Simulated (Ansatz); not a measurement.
# AlCrGe: the cost of one run

Program: Ansatz 0.2.0. Level of theory: reference: DFT r2SCAN, plane waves, PAW, scalar-relativistic, no spin polarisation. These are calculated values, not measurements.

### 1 The structure to begin with

Symmetry: P4/nmm, No. 129, tetragonal system. The conventional cell has a = 3.932 Å, b = 3.932 Å, c = 5.960 Å, α = 90.00°, β = 90.00°, γ = 90.00°. Cr (site symmetry -4m2) is surrounded by 4 Al at 2.55 Å and 4 Ge at 2.58 Å and 4 Cr at 2.78 Å. Al (site symmetry 4mm) is surrounded by 4 Cr at 2.55 Å and 5 Ge at 2.66 to 2.78 Å. Ge (site symmetry 4mm) has 4 Cr at 2.58 Å and 5 Al at 2.66 to 2.78 Å as nearest neighbours.

Coordinates:

```cif
data_structure
_symmetry_space_group_name_H-M 'P4/nmm:1'
_symmetry_Int_Tables_number 129
_cell_length_a 3.9317
_cell_length_b 3.9317
_cell_length_c 5.9598
_cell_angle_alpha 90.000
_cell_angle_beta 90.000
_cell_angle_gamma 90.000
_cell_volume 92.13
loop_
_atom_site_label
_atom_site_type_symbol
_atom_site_symmetry_multiplicity
_atom_site_Wyckoff_symbol
_atom_site_fract_x
_atom_site_fract_y
_atom_site_fract_z
_atom_site_occupancy
Cr1 Cr 2 a 0.00000 0.00000 0.00000 1
Al1 Al 2 c 0.50000 0.00000 0.72700 1
Ge1 Ge 2 c 0.50000 0.00000 0.28000 1
```

### 2 Reference

The input, input.yaml:

```yaml
crystal:
  lattice:
    - [3.93165533, 0.0, 0.0]
    - [0.0, 3.93165533, 0.0]
    - [0.0, 0.0, 5.95976212]
  atoms:
    - { symbol: Cr, position: [0.0, 0.0, 0.0] }
    - { symbol: Cr, position: [0.5, 0.5, 0.0] }
    - { symbol: Al, position: [0.5, 0.0, 0.727] }
    - { symbol: Al, position: [0.0, 0.5, 0.273] }
    - { symbol: Ge, position: [0.5, 0.0, 0.28] }
    - { symbol: Ge, position: [0.0, 0.5, 0.72] }
  symmetry: { tolerance: 0.0003 }
kpoints:
  mp_grid: { grid: [5, 5, 3], shift: [0, 0, 0] }
magnetization:
  spin_polarized: false
scf:
  occupations: { method: gaussian, width: 0.1918 }
hamiltonian:
  pseudopotentials: { kind: paw }
  xc: r2scan
basis:
  ecutwfc: 500
output:
  forces: true
  stress: true
  eigenvalues: true
  write_density: true
  write_potential: true
  elf: true
  volumetric_format: npy
relax:
  max_steps: 40
  cell: {}
```

Started as:

```bash
$ ansatz run input.yaml --threads 1 --pin off --max-ram 2560MiB --backend cpu --events-out ev --progress --plain --runs-dir out
```

**Question.** How long does this run take on 1 thread of Intel Xeon 6975P-C (Granite Rapids), shared host, and how much memory does it need?

About 22 s, with a peak of 0.61 GiB.
